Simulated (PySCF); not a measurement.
# C3H2F3P: electronic excitations and core binding energies

What electronic excitations and core binding energies should C3H2F3P (`C=C=PC(F)(F)F`) show?

Computed with PySCF 2.14.0, with density-fitted response routines of our own, on a single molecule in the gas phase. Atoms count from 0, in the outputs and in this text.

## Step 1: The starting structure

9 atoms, charge 0, multiplicity 1; geometry from: GFN2-xTB.

Bonds of the start (Å): C0–C1 1.29, C1–P2 1.64, P2–C3 1.92, C3–F4 1.34, C3–F5 1.34, C3–F6 1.34, C0–H7 1.08, C0–H8 1.08.

## Step 2: Excited states and response: B3LYP/def2-SVPD

What the job is given:

```
{"job": {"kind": "uv", "xc": "B3LYP", "basis": "def2-SVPD", "nstates": 8, "ntriplets": 3}, "charge": 0, "multiplicity": 1}
C      2.027273     0.096460    -0.050353
C      0.918381    -0.554303     0.077982
P     -0.424653    -1.480896     0.243983
C     -1.639332     0.000574     0.171099
F     -2.907385    -0.415339     0.285870
F     -1.429596     0.886780     1.155878
F     -1.554267     0.677920    -0.983625
H      2.566944     0.484204     0.801641
H      2.456196     0.310594    -1.018698
```

With the program's defaults for keys left out, this is: TDDFT B3LYP/def2-SVPD, vertical, gas phase, core orbitals frozen in the response.

The run is started by

```
$ OMP_NUM_THREADS=1 python probes_run.py task.json out
```

The driver reads the jobs from task.json and runs them one after another.

Log:

```text
coarse grid: 9384 points
cycle   1  E = -755.7169663875  dE =  1.028e+00  |g| = 8.760e-01  |ddm| = 4.320e+00
cycle   2  E = -755.4041632179  dE =  3.128e-01  |g| = 1.552e+00  |ddm| = 1.932e+00
cycle   3  E = -755.8567747697  dE = -4.526e-01  |g| = 1.212e-01  |ddm| = 1.382e+00
cycle   4  E = -755.8585550623  dE = -1.780e-03  |g| = 1.029e-01  |ddm| = 3.039e-01
cycle   5  E = -755.8618482712  dE = -3.293e-03  |g| = 1.997e-02  |ddm| = 1.309e-01
cycle   6  E = -755.8619465972  dE = -9.833e-05  |g| = 8.418e-03  |ddm| = 3.458e-02
cycle   7  E = -755.8619643690  dE = -1.777e-05  |g| = 1.228e-03  |ddm| = 9.076e-03
cycle   8  E = -755.8619647565  dE = -3.875e-07  |g| = 2.073e-04  |ddm| = 1.706e-03
final grid: 91112 points
cycle   9  E = -755.9571090663  dE = -2.521e-05  |g| = 5.250e-03  |ddm| = 5.752e-02
cycle  10  E = -755.9571028833  dE =  6.183e-06  |g| = 7.755e-03  |ddm| = 1.092e-02
cycle  11  E = -755.9571138705  dE = -1.099e-05  |g| = 9.286e-04  |ddm| = 6.856e-03
cycle  12  E = -755.9571141227  dE = -2.521e-07  |g| = 3.191e-04  |ddm| = 1.425e-03
cycle  13  E = -755.9571141481  dE = -2.547e-08  |g| = 7.116e-05  |ddm| = 4.108e-04
cycle  14  E = -755.9571141495  dE = -1.316e-09  |g| = 2.525e-05  |ddm| = 1.386e-04
cycle  15  E = -755.9571141496  dE = -1.457e-10  |g| = 6.352e-06  |ddm| = 2.974e-05
converged SCF energy = -755.9571141496

Static polarisability (au): isotropic 67.815, principal 49.157 56.120 98.168

Singlet excitations
state   eV       nm        f      main configurations
  1   4.4711    277.3   0.00300   H-1->L 0.97
  2   4.8788    254.1   0.00010   H->L+1 0.98
  3   5.3178    233.1   0.06053   H->L 0.71, H-1->L+1 0.24
  4   6.2095    199.7   0.00450   H-2->L 0.96
  5   6.6124    187.5   0.82284   H-1->L+1 0.69, H->L 0.24
  6   6.9191    179.2   0.00701   H->L+2 0.55, H->L+3 0.43
  7   7.2785    170.3   0.00719   H->L+3 0.53, H->L+2 0.44
  8   7.3813    168.0   0.00092   H-1->L+2 0.85, H-2->L+1 0.11

Triplet excitations (Tamm-Dancoff, eV): 3.0372 3.9695 4.2418
```

Wall time 19 s (1 thread of Arm Neoverse V1, shared host); peak memory 0.69 GiB.

The orbitals next to the gap, with their largest atomic shares:

```csv
orbital,eV,atoms
HOMO−3,-11.05,"P2 30 %, F4 24 %, C1 14 %"
HOMO−2,-9.83,"P2 33 %, C1 31 %, C0 18 %"
HOMO−1,-8.04,"P2 29 %, C0 24 %, C1 23 %"
HOMO,-7.77,"P2 41 %, C1 36 %, C0 9 %"
LUMO,-2.31,"P2 40 %, C1 33 %, C0 10 %"
LUMO+1,-1.52,"C0 30 %, C1 29 %, P2 18 %"
LUMO+2,0.31,"C0 28 %, P2 22 %, C1 21 %"
```

With each of the 8 states as a Gaussian band of 0.4 eV half-width at 1/e, the curve within the window shown has maxima at 233 nm (ε 2,500), 187 nm (ε 34,000) L/(mol cm). Beyond the last state computed it falls off for lack of states. The curve at chosen wavelengths:

nm, ε (L/mol/cm) and a bar:
```
      161        161 
      167       1015 #
      174       7638 #######
      180      22243 ####################
      186      33267 ##############################
      193      26020 #######################
      199      12784 ############
      205       4425 ####
      212       1309 #
      218       1267 #
      224       1905 ##
      231       2432 ##
      237       2321 ##
      243       1804 ##
      249       1186 #
      256        629 #
      262        357 
      268        225 
      275        161 
      281        133 
      287        109 
      294         81 
      300         58 
      306         39 
      313         23 
      319         14
```

Ground-state properties from the same run:

```csv
property,computed
dipole moment (D),2.70
polarisability (Å³),10.05
HOMO–LUMO gap (eV),5.46
−ε(HOMO) (eV),7.77
```

## Step 3: X-ray photoelectron lines: SCAN, X2C

Same as in step 2 but for these lines:

```diff
@@ -1,2 +1,2 @@
-{"job": {"kind": "uv", "xc": "B3LYP", "basis": "def2-SVPD", "nstates": 8, "ntriplets": 3}, "charge": 0, "multiplicity": 1}
+{"job": {"kind": "xps"}, "charge": 0, "multiplicity": 1}
 C      2.027273     0.096460    -0.050353
```

With the program's defaults for keys left out, this is: delta-SCF UKS SCAN, pcX-2 on the ionised atom, pcseg-1 elsewhere, spin-free X2C.

Log:

```text
ground state, core basis on atom 0 (C), 143 functions
  cycle   1  E = -757.05978866  |g| = 8.37e-01
  cycle   2  E = -756.64631143  |g| = 1.63e+00
  cycle   3  E = -757.17234141  |g| = 2.21e-01
  cycle   4  E = -757.18592882  |g| = 1.30e-01
  cycle   5  E = -757.19117566  |g| = 3.57e-02
  cycle   6  E = -757.19145659  |g| = 1.88e-02
  cycle   7  E = -757.19154692  |g| = 3.50e-03
  cycle   8  E = -757.19154564  |g| = 9.58e-04
  cycle   9  E = -757.19154977  |g| = 4.45e-04
  E(ground) = -757.20892664 Eh
hole in C 1s of atom 0
  cycle   1  E = -745.90642191  |g| = 1.51e+00
  cycle   2  E = -744.19238768  |g| = 2.15e+00
  cycle   3  E = -745.94884742  |g| = 8.43e-01
  cycle   4  E = -746.25541032  |g| = 6.22e-01
  cycle   5  E = -746.48290809  |g| = 1.34e-01
  cycle   6  E = -746.49063136  |g| = 4.30e-02
  cycle   7  E = -746.49160243  |g| = 1.50e-02
  cycle   8  E = -746.49175084  |g| = 8.67e-03
  cycle   9  E = -746.49180866  |g| = 3.87e-03
  cycle  10  E = -746.49186174  |g| = 2.76e-03
  cycle  11  E = -746.49189749  |g| = 2.44e-03
  cycle  12  E = -746.49191923  |g| = 1.56e-03
  cycle  13  E = -746.49193750  |g| = 1.27e-03
  cycle  14  E = -746.49195313  |g| = 1.09e-03
  cycle  15  E = -746.49196185  |g| = 6.27e-04
  cycle  16  E = -746.49196479  |g| = 2.56e-04
  E(ion) = -746.50946540 Eh   <S^2> = 0.8072   hole on atom = 1.000   binding energy = 291.147 eV
ground state, core basis on atom 1 (C), 143 functions
  cycle   1  E = -757.19261339  |g| = 6.24e-02
  cycle   2  E = -757.19169708  |g| = 6.58e-02
  cycle   3  E = -757.19231448  |g| = 4.39e-02
  cycle   4  E = -757.19278738  |g| = 1.23e-02
  cycle   5  E = -757.19284007  |g| = 2.37e-03
  cycle   6  E = -757.19284120  |g| = 6.03e-04
  cycle   7  E = -757.19284050  |g| = 1.12e-04
  E(ground) = -757.21045094 Eh
hole in C 1s of atom 1
  cycle   1  E = -745.88587003  |g| = 1.51e+00
  cycle   2  E = -744.40100547  |g| = 2.20e+00
  cycle   3  E = -746.22028750  |g| = 6.57e-01
  cycle   4  E = -746.19886554  |g| = 6.39e-01
  cycle   5  E = -746.46462197  |g| = 2.33e-01
  cycle   6  E = -746.48984689  |g| = 5.18e-02
  cycle   7  E = -746.49133535  |g| = 2.56e-02
  cycle   8  E = -746.49177230  |g| = 1.22e-02
  cycle   9  E = -746.49212153  |g| = 8.94e-03
  cycle  10  E = -746.49237889  |g| = 6.81e-03
  cycle  11  E = -746.49250166  |g| = 5.08e-03
  cycle  12  E = -746.49252735  |g| = 1.64e-03
  cycle  13  E = -746.49253045  |g| = 1.19e-03
  cycle  14  E = -746.49253067  |g| = 4.30e-04
  E(ion) = -746.51062055 Eh   <S^2> = 0.9517   hole on atom = 1.000   binding energy = 291.157 eV
ground state, core basis on atom 2 (P), 154 functions
  cycle   1  E = -757.30503460  |g| = 3.42e-01
  cycle   2  E = -757.29937300  |g| = 1.43e-01
  cycle   3  E = -757.27523008  |g| = 3.17e-01
  cycle   4  E = -757.30591455  |g| = 1.80e-02
  cycle   5  E = -757.30598107  |g| = 8.43e-03
  cycle   6  E = -757.30600014  |g| = 2.89e-03
  cycle   7  E = -757.30600191  |g| = 1.03e-03
  cycle   8  E = -757.30600295  |g| = 3.65e-04
  E(ground) = -757.29307133 Eh
hole in P 1s of atom 2
  cycle   1  E = -677.11595177  |g| = 4.72e+00
  cycle   2  E = -676.78109734  |g| = 2.38e+00
  cycle   3  E = -675.34229524  |g| = 2.03e+00
  cycle   4  E = -678.06632059  |g| = 5.44e-01
  cycle   5  E = -678.12374495  |g| = 5.06e-01
  cycle   6  E = -678.25201801  |g| = 1.71e-01
  cycle   7  E = -678.26428275  |g| = 7.40e-02
  cycle   8  E = -678.26707099  |g| = 1.51e-02
  cycle   9  E = -678.26718005  |g| = 5.42e-03
  cycle  10  E = -678.26719980  |g| = 1.54e-03
  cycle  11  E = -678.26720190  |g| = 1.39e-03
  cycle  12  E = -678.26720463  |g| = 8.27e-04
  cycle  13  E = -678.26720958  |g| = 6.81e-04
  cycle  14  E = -678.26721193  |g| = 5.51e-04
  cycle  15  E = -678.26721436  |g| = 3.35e-04
  E(ion) = -678.25717743 Eh   <S^2> = 0.7548   hole on atom = 1.000   binding energy = 2150.676 eV
hole in P 2p of atom 2
  cycle   1  E = -751.85178177  |g| = 1.38e+00
  cycle   2  E = -751.27137362  |g| = 1.49e+00
  cycle   3  E = -751.85114702  |g| = 7.80e-01
  cycle   4  E = -752.22067763  |g| = 1.88e-01
  cycle   5  E = -752.22958017  |g| = 1.50e-01
  cycle   6  E = -752.24080087  |g| = 4.99e-02
  cycle   7  E = -752.24174811  |g| = 2.85e-02
  cycle   8  E = -752.24219540  |g| = 5.17e-03
  cycle   9  E = -752.24221980  |g| = 2.19e-03
  cycle  10  E = -752.24223417  |g| = 1.46e-03
  cycle  11  E = -752.24224258  |g| = 1.18e-03
  cycle  12  E = -752.24224623  |g| = 8.94e-04
  cycle  13  E = -752.24225013  |g| = 6.52e-04
  cycle  14  E = -752.24225334  |g| = 4.88e-04
  E(ion) = -752.24241082 Eh   <S^2> = 0.7595   hole on atom = 1.002   binding energy = 137.435 eV
  2p3/2 = 137.081 eV   2p1/2 = 137.970 eV
ground state, core basis on atom 3 (C), 143 functions
  cycle   1  E = -757.20217673  |g| = 7.86e-02
  cycle   2  E = -757.19684970  |g| = 1.37e-01
  cycle   3  E = -757.20245203  |g| = 4.33e-02
  cycle   4  E = -757.20303643  |g| = 1.57e-02
  cycle   5  E = -757.20308646  |g| = 2.82e-03
  cycle   6  E = -757.20308907  |g| = 1.22e-03
  cycle   7  E = -757.20309068  |g| = 2.54e-04
  E(ground) = -757.21877403 Eh
hole in C 1s of atom 3
  cycle   1  E = -745.70391584  |g| = 1.50e+00
  cycle   2  E = -738.95896236  |g| = 3.50e+00
  cycle   3  E = -745.59563009  |g| = 1.06e+00
  cycle   4  E = -746.05689359  |g| = 6.14e-01
  cycle   5  E = -746.17812910  |g| = 3.60e-01
  cycle   6  E = -746.25049506  |g| = 1.81e-01
  cycle   7  E = -746.26450239  |g| = 2.38e-02
  cycle   8  E = -746.26462958  |g| = 1.52e-02
  cycle   9  E = -746.26472585  |g| = 7.60e-03
  cycle  10  E = -746.26476051  |g| = 1.89e-03
  cycle  11  E = -746.26476388  |g| = 1.45e-03
  cycle  12  E = -746.26476520  |g| = 8.10e-04
  cycle  13  E = -746.26476703  |g| = 3.98e-04
  E(ion) = -746.28451697 Eh   <S^2> = 0.7768   hole on atom = 1.000   binding energy = 297.536 eV
ground state, core basis on atom 4 (F), 143 functions
  cycle   1  E = -757.23407261  |g| = 1.19e-01
  cycle   2  E = -757.23350760  |g| = 7.38e-02
  cycle   3  E = -757.23348047  |g| = 7.15e-02
  cycle   4  E = -757.23425304  |g| = 1.60e-02
  cycle   5  E = -757.23433303  |g| = 2.38e-03
  cycle   6  E = -757.23433590  |g| = 8.17e-04
  cycle   7  E = -757.23433865  |g| = 2.32e-04
  E(ground) = -757.25356531 Eh
hole in F 1s of atom 4
  cycle   1  E = -730.83977121  |g| = 2.58e+00
  cycle   2  E = -729.54436709  |g| = 2.60e+00
  cycle   3  E = -730.34710439  |g| = 1.48e+00
  cycle   4  E = -731.46443028  |g| = 6.29e-01
  cycle   5  E = -731.64976004  |g| = 3.31e-01
  cycle   6  E = -731.72392810  |g| = 1.30e-01
  cycle   7  E = -731.73179021  |g| = 3.85e-02
  cycle   8  E = -731.73221380  |g| = 2.06e-02
  cycle   9  E = -731.73242417  |g| = 7.03e-03
  cycle  10  E = -731.73244816  |g| = 1.92e-03
  cycle  11  E = -731.73245144  |g| = 5.68e-04
  cycle  12  E = -731.73245092  |g| = 1.80e-04
  E(ion) = -731.75895516 Eh   <S^2> = 0.7575   hole on atom = 1.000   binding energy = 693.744 eV
```

Run time: 39 s. Hardware: 1 thread of Arm Neoverse V1, shared host; peak memory 0.45 GiB.

The holes in one table. −ε is the ground-state orbital energy:

```csv
hole,stands for,environment,ΔSCF (eV; 2p as the shell's mean),−ε (eV),⟨S²⟩
C1s on C0,C0,terminal =CH2 carbon,291.15,274.7,0.807
C1s on C1,C1,cumulene carbon,291.16 (doubtful),275.3,0.952
P1s on P2,P2,phosphorus bonded to 2 C,2150.68,2093.6,0.755
P2p on P2,P2,phosphorus bonded to 2 C,137.38,126.5,0.759
C1s on C3,C3,CF3 carbon,297.54,280.5,0.777
F1s on F4,"F4, F5, F6",fluorine of a CF3 group,693.74,667.8,0.757
```

Each hole run stands for the others of its class of like atoms.

Doubtful: the ion did not converge, its hole moved, or its ⟨S²⟩ is well above 0.75.

With the spin-orbit splitting: P2 2p3/2 137.08, 2p1/2 137.97 eV. The table gives each 2p level as the mean over the whole 2p shell (two parts 2p3/2, one part 2p1/2), which differs a little from the single hole in the log.

## Step 4: Results

```
                                                    quantity                        value
                            lowest singlet (B3LYP/def2-SVPD)  4.47 eV (277 nm), f = 0.003
                    brightest single state of those computed  state 5, 6.61 eV, f = 0.823
                                              lowest triplet                      3.04 eV
C1s binding energies, SCAN/pcX-2 (standing for 2 of 3 atoms)      C3 297.54, C0 291.15 eV
                            P1s binding energies, SCAN/pcX-2                P2 2150.68 eV
                            P2p binding energies, SCAN/pcX-2                 P2 137.38 eV
                            F1s binding energies, SCAN/pcX-2                 F4 693.74 eV
```

What this shows: The first singlet state (HOMO−1→LUMO 0.97) lies at 4.47 eV and is weak; of the 8 states computed, the strongest absorption comes from state 5 at 6.61 eV. The lowest triplet lies 1.43 eV below the lowest singlet (triplets in Tamm-Dancoff, singlets in full TDDFT). The C1s levels kept as sound span 6.39 eV, from C0 (terminal =CH2 carbon) up to C3 (CF3 carbon). Only 2 of the 3 C atoms are covered by sound results.
